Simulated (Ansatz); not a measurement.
Run this with Ansatz's Python interface and show what comes out.

The script reads `c2h6al2.xyz`:
```text
10

Al   -1.31050    1.11550   -0.19460
C    -0.41860   -0.60410   -0.27590
C     0.47010   -0.88480    0.89640
Al    1.58530   -0.45010   -0.75060
H    -1.91220    1.79340   -1.57710
H    -1.15970    2.11850    1.06580
H    -0.91110   -1.50120   -0.65150
H     0.56080   -1.93510    1.21290
H     0.53490   -0.09130    1.74410
H     2.64430    0.38800   -1.46660
```

Script `c2h6al2_bde.py`:
```python
"""Cost of removing each kind of hydrogen from C2H6Al2, fragments frozen."""

import ansatz as az

BASIS_SET = "def2-TZVPP"
XC = "b3lyp"


def total_energy(molecule, charge=0, unpaired=0):
    calc = molecule.calculation().basis(gaussian=BASIS_SET).functional(XC)
    if charge:
        calc = calc.charge(charge)
    if unpaired:
        calc = calc.spin("collinear", total=unpaired)
    report = calc.run().report
    if report["published_state_doubts"]:
        print("  doubts:", report["published_state_doubts"])
    return report["free_energy_ev"]

def without(molecule, index):
    rest = az.Crystal.molecule()
    for i, site in enumerate(molecule.cartesian_sites):
        if i != index:
            rest = rest.atom(site.symbol, site.position_ang)
    return rest

system = az.Crystal.molecule_from_extxyz("c2h6al2.xyz")

whole = total_energy(system, 0)
hydrogen = total_energy(az.Crystal.molecule().atom("H", (0, 0, 0)), 0, 1)
print(f"E(molecule) = {whole:.5f} eV, E(H) = {hydrogen:.5f} eV")
for index in [5, 6, 8]:
    radical = total_energy(without(system, index), 0, 1)
    print(f"H{index}: homolysis {(radical + hydrogen - whole):.3f} eV")
```

```console
$ python c2h6al2_bde.py
E(molecule) = -15365.44962 eV, E(H) = -13.66431 eV
H5: homolysis 3.708 eV
H6: homolysis 4.303 eV
H8: homolysis 4.273 eV
```

Notes:
- Total energies depend on the basis set; only differences at equal settings carry meaning.
- The geometry is a force-field or estimated start, not a minimum of this method, and the basis set is short of its limit. All parts are taken at fixed geometry, without zero-point energy.
- b3lyp holds the VWN-RPA fit, as in Gaussian; the form of ORCA and Turbomole is b3lyp5.
- Timing: 40 s on 1 thread of Intel(R) Xeon(R) 6975P-C (Granite Rapids), on a shared host, peak memory 0.66 GiB.
